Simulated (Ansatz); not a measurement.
PSr, vertical and adiabatic energies of changing the electron count

Program: Ansatz's Python interface.

The cells in order, each with its output:

```python
import itertools

import ansatz
from ase.data import atomic_numbers, covalent_radii
import numpy as np
```

```python
BASIS = "def2-SVP"
XC = "pbe"
CHARGE = 1
```

```python
geometry_ang = [
    ("Sr", (0.0, 0.0, 0.0)),
    ("P", (0.0, 0.0, 2.775)),
]
system = ansatz.Crystal.molecule()
for symbol, xyz in geometry_ang:
    system = system.atom(symbol, xyz)

calculation = (
    system.calculation()
    .basis(gaussian=BASIS)
    .functional(XC)
    .spin("collinear", total=1)
)
symbols = [site.symbol for site in system.cartesian_sites]
start = np.array([site.position_ang for site in system.cartesian_sites], dtype=float)
data = calculation.relax(force_tolerance=0.01, max_steps=100).run().report
end = np.array(data["positions_ang"])

minimum = ansatz.Crystal.molecule()
for symbol, place in zip(symbols, end):
    minimum = minimum.atom(symbol, place.tolist())
ion = (
    minimum.calculation()
    .basis(gaussian=BASIS)
    .functional(XC)
    .charge(CHARGE)
)
vertical = ion.run().report
settled = ion.relax(force_tolerance=0.01, max_steps=80).run().report
print(f"vertical ionisation energy   {vertical['free_energy_ev'] - data['free_energy_ev']:.3f} eV")
print(f"adiabatic, no zero point     {settled['free_energy_ev'] - data['free_energy_ev']:.3f} eV")
print(f"relaxation energy of the ion {vertical['free_energy_ev'] - settled['free_energy_ev']:.3f} eV")
ionised = np.array(settled["positions_ang"])
# pairs closer than 1.2 times the sum of covalent radii, before or after
radius = [covalent_radii[atomic_numbers[s]] for s in symbols]
span = lambda where, i, j: np.linalg.norm(where[i] - where[j])
bonded = [(i, j) for i, j in itertools.combinations(range(len(symbols)), 2) if min(span(end, i, j), span(ionised, i, j)) < 1.2 * (radius[i] + radius[j])]
print("pair        before    after (A)")
for i, j in bonded:
    print(f"{symbols[i]}{i}-{symbols[j]}{j}".ljust(10), f"{span(end, i, j):8.4f} {span(ionised, i, j):8.4f}")
```

    vertical ionisation energy   7.008 eV
    adiabatic, no zero point     6.909 eV
    relaxation energy of the ion 0.099 eV
    pair        before    after (A)
    Sr0-P1       2.6622   2.8247

Caveats:
- The energies are electronic: no zero-point or thermal terms, and the basis set is short of its limit. The product may relax into another structure. Each relaxation finds its nearest minimum, which needn't be the lowest.
- def2 sets replace the cores of elements past krypton by effective core potentials.
- The run takes the species as open-shell (spin multiplicity 2), which needn't be its ground state.
- The expectation value of S² is noticeably off S(S+1) in at least one run, so that state is spin-contaminated.
- Only the spin states typed were run; another state of an ion can lie lower, by up to an eV or two.
- The spin state was assumed, and another may lie lower.
- Wall time of the script: 39 s on 1 thread of Arm Neoverse V1 (shared host), peak memory 0.2 GiB.
